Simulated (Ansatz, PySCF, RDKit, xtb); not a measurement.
# C8H6N+: ranking a sample of isomers

A sample of isomers of C8H6N+ (charge +1) is drawn. Aim: find which of them has the lowest free energy at 298.15 K, then its properties. The sample is small against all isomers, and the most stable one of this formula need not be in it.

The funnel: GFN2-xTB relaxations, single points with a density functional, relaxations at PBE0-D3(BJ)/def2-SVP, harmonic vibrations (at GFN2-xTB), and a last energy at a higher level. All values are calculated.

**1. Drawing up candidates**

Isomers were taken from a list of plausible structures; this is a sample, not all of them. That gives 5 candidates.

| label | SMILES | spin |
| --- | --- | --- |
| c346 | C#Cc1ccncc1[CH2+] | singlet |
| c417 | C#Cc1cncc([CH2+])c1 | singlet |
| c569 | c1cc(-[c+]2cc2)ccn1 | singlet |
| c780 | C#Cc1ccc([CH2+])cn1 | singlet |
| c991 | CC#CC#Cc1n[c+]1C | singlet |

Candidates are built by distance geometry, with a force field where one applies, in up to four conformers (letters a to d).

Q: Predict the outcome of this search (final energies at CCSD(T)/def2-SVP + MP2/def2-TZVPP - MP2/def2-SVP).

| quantity | value |
| --- | --- |
| lowest structure found | c1cc(-[c+]2cc2)ccn1, singlet |
| next finalist | C#Cc1ccc([CH2+])cn1, singlet, 9.5 kcal/mol higher in G |
| share at equilibrium, among the finalists | 100.0 % |
| HOMO energy (PBE0/def2-SVPD) | -11.57 eV |
| LUMO energy (PBE0/def2-SVPD) | -7.53 eV |
| HOMO–LUMO gap (PBE0/def2-SVPD) | 4.04 eV |
| lowest excitation (TD-PBE0/def2-SVPD) | 2.74 eV (f = 0.001) |
| strongest of the states computed, same level | 5.22 eV (f = 0.435) |
| lowest triplet excitation, same level, Tamm-Dancoff | 2.26 eV |
| vertical ionisation energy | 13.43 eV |
| vertical recombination energy (electron added) | 5.80 eV |
| vertical triplet less singlet | +2.46 eV |

The lowest structure found is `c1cc(-[c+]2cc2)ccn1`. The margin of 9.5 kcal/mol over the next finalist is beyond the usual error of the last level; it says nothing of structures that weren't ranked. GFN2-xTB, HF/STO-3G, r2SCAN-D4/def2-SVP, PBE0-D3(BJ)/def2-SVP, HF/def2-SVP and MP2/def2-SVP already put its bonding pattern lowest among the structures in one piece. Lowest found is not proven lowest: the search is finite, and each finalist counts with one conformer. Only 5 drawn patterns were tried, so whole families of isomers are missing, and the result ranks this sample alone.
